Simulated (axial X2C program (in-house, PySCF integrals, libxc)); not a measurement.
# CuS: properties at the nuclei

Wanted for CuS: properties at the nuclei, at the two-component level.

Computed with an in-house X2C program for linear molecules on PySCF integrals. Level: two-component X2C with atomic mean-field terms, Cu dyall-acv3z, S dyall-av3z.

All values are calculated.

## Step 1: Input

File task.json:

```json
{"zs": [29, 16], "q": 0, "bas": ["dyall-acv3z", "dyall-av3z"], "r0": 2.09, "levels": ["PBE0", "HF", "B3LYP"], "nst": 1, "ff": 1, "thr": -3.5, "nmax": 130, "opt": {"ecut": 60}}
```

Keys: zs atomic numbers; q charge; bas basis sets; r0 starting distance in Å; levels methods (HF also brings MP2); nst determinants followed; ff finite-field run; thr threshold in hartree for freezing inner shells (an s shell follows its p shell); nmax most natural virtual spinors; ecut virtual cutoff in hartree.

Launch:

```sh
python soeom.py task.json out
```

Further steps of the session: Expectation values, lowest determinant; Finite-field coupled cluster.

What does the calculation give? Wanted: lowest determinant; Eeff magnitude; Ws magnitude Cu; A∥/gI Cu; qzz Cu (for each run or level that gives them).

As calculated:

| quantity | value |
| --- | --- |
| lowest determinant | Ω = 3/2 (excess of +ω over −ω: ω = 3/2) |
| Eeff magnitude (GV/cm), PBE0 | 0.0591 |
| Ws magnitude Cu (kHz), PBE0 | 0.00566 |
| A∥/gI Cu (MHz), PBE0 | 24.6 |
| qzz Cu (a.u.), PBE0 | 0.48 |
| Eeff magnitude (GV/cm), CCSD(T) | 0.0457 |
| Ws magnitude Cu (kHz), CCSD(T) | 0.00415 |
| A∥/gI Cu (MHz), CCSD(T) | -11.3 |
| qzz Cu (a.u.), CCSD(T) | 0.09 |

In the first state, the effective field runs from 0.0322 to 0.0709 GV/cm over the mean-field levels, so the levels don't agree on it. The expectation values come from single determinants, which for open shells can mix terms of unlike spin or miss the lowest Ω, so a determinant need not be a state. Eeff is the effective electric field on the electron dipole moment in this Ω state and Ws the scalar–pseudoscalar constant (defined with the proton number Z and per Ω); A∥ is the parallel hyperfine constant, which follows by multiplying with the nuclear g factor gI = μI/(I μN); qzz is the electric field gradient, eQq0 = 234.96 MHz × Q/barn × qzz; μ is positive if S is the positive end. The operators were transformed with the bare-nucleus X2C matrices. Correlation of the inner shells is missing, which matters for properties at the nucleus.
